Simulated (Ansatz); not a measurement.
**CH4Cl2OSeSi: a ladder of functionals and wavefunction methods**

Aim: compute CH4Cl2OSeSi with functionals from several rungs and with coupled cluster, and see how far each lands from CCSD(T) at the basis-set limit for the atomisation energy.

Program: Ansatz 0.2.0, Gaussian basis. Level of theory: functionals in def2-TZVPP, the program's frozen cores in correlated methods. These are calculated values, not measurements.

Plan: PBE-D4, r2SCAN-D4, PBE0-D4, B3LYP-D4, ωB97X-V, ωB97M-V, B2PLYP; CCSD(T)/def2-TZVPP; MP2/def2-QZVPP; extrapolation to the limit.

### Step 1. Structure used throughout

An earlier PBE0-D4 in a triple-zeta def2 set relaxation fixed the geometry.

SMILES `CO[Si](Cl)(Cl)[SeH]`, 10 atoms, charge 0, spin multiplicity 1.

Atoms are counted from 1 here; the program's logs count them from 0.

Bond lengths: C1–O2 1.417 Å, C1–H7 1.094 Å, C1–H8 1.090 Å, C1–H9 1.093 Å, O2–Si3 1.615 Å, Si3–Cl4 2.029 Å, Si3–Cl5 2.046 Å, Si3–Se6 2.261 Å, Se6–H10 1.468 Å. Angles: O2–C1–H7 111.2°, O2–C1–H8 107.5°, O2–C1–H9 110.6°, H7–C1–H8 109.2°, H7–C1–H9 109.1°, H8–C1–H9 109.2°, C1–O2–Si3 125.6°, O2–Si3–Cl4 106.1°, O2–Si3–Cl5 111.3°, O2–Si3–Se6 108.7°, Cl4–Si3–Cl5 108.1°, Cl4–Si3–Se6 113.0°, Cl5–Si3–Se6 109.6°, Si3–Se6–H10 92.1°.

As a file:

```
atom    x (Å)    y (Å)    z (Å)
  C1   0.6517  -1.5854  -0.0536
  O2   1.0383  -0.2237  -0.1258
 Si3   0.0769   1.0427   0.1600
 Cl4   1.2814   2.6756   0.1546
 Cl5  -0.8026   0.9075   2.0019
 Se6  -1.5183   1.1165  -1.4406
  H7  -0.2274  -1.7812  -0.6742
  H8   1.4870  -2.1829  -0.4174
  H9   0.4300  -1.8678   0.9787
 H10  -2.4170   1.8985  -0.5835
```

### Step 2. PBE-D4 (GGA)

The input, in.yaml:

```yaml
crystal:
  periodic: [false, false, false]
  atoms:
    - {symbol: C, position_ang: [0.651702, -1.585350, -0.053594]}
    - {symbol: O, position_ang: [1.038263, -0.223686, -0.125848]}
    - {symbol: Si, position_ang: [0.076874, 1.042711, 0.160005]}
    - {symbol: Cl, position_ang: [1.281437, 2.675644, 0.154570]}
    - {symbol: Cl, position_ang: [-0.802556, 0.907487, 2.001888]}
    - {symbol: Se, position_ang: [-1.518331, 1.116540, -1.440582]}
    - {symbol: H, position_ang: [-0.227412, -1.781212, -0.674199]}
    - {symbol: H, position_ang: [1.487012, -2.182884, -0.417438]}
    - {symbol: H, position_ang: [0.430029, -1.867777, 0.978668]}
    - {symbol: H, position_ang: [-2.417017, 1.898539, -0.583479]}
basis:
  gaussian: {orbitals: def2-TZVPP}
hamiltonian: {xc: pbe, dispersion: d4}
output: {forces: true, orbitals: {seedname: orbitals}}
```

Started as:

```
$ ansatz run in.yaml --threads 2 --pin off --events-out ev --progress --plain --max-ram 22528MiB --backend cuda --devices 0, --max-vram 18GiB
```

After this run come: r2SCAN-D4 (meta-GGA); PBE0-D4 (hybrid); B3LYP-D4 (hybrid); ωB97X-V (range-separated); ωB97M-V (range-separated); B2PLYP (double hybrid); CCSD(T) in def2-TZVPP; MP2 in def2-QZVPP.

Q: Predict the results of all the runs planned. Wanted: atomisation energy, CCSD(T)/CBS; farthest; mean size of error, hybrid; mean size of error, range-separated; gap, smallest and largest; T1 diagnostic; triples share of the correlation energy.

As calculated:

| quantity | value |
| --- | --- |
| atomisation energy, CCSD(T)/CBS | 3554.6 kJ/mol |
| functionals within 35.5 kJ/mol (1.0 %) | r2SCAN-D4, PBE0-D4, ωB97X-V, ωB97M-V |
| farthest | B2PLYP (-81.7 kJ/mol) |
| mean size of error, hybrid | 31.2 kJ/mol |
| mean size of error, range-separated | 2.7 kJ/mol |
| gap, smallest and largest | 4.87 eV (PBE-D4), 11.42 eV (ωB97X-V) |
| T1 diagnostic | 0.0099 |
| triples share of the correlation energy | 3.9 % |

What this shows: PBE-D4 misses by +45.6 kJ/mol. Double hybrids carry the basis error of their MP2 part in triple zeta, and no dispersion term here, so their miss is partly the set-up's. The reference freezes the cores and leaves out relativity and excitations past (T), and its outer-core shells are covered unevenly, so misses under about 35.5 kJ/mol can't be ranked. All levels share the lack of spin-orbit coupling, which lowers the free heavy atoms and so the true binding. Hartree-Fock recovers 71 % of the binding; the rest is correlation. The gap grows from 4.9 to 11.4 eV across the functionals, mostly with the share of exact exchange. Correlated methods include outer-core shells of Se, which these sets cover unevenly.
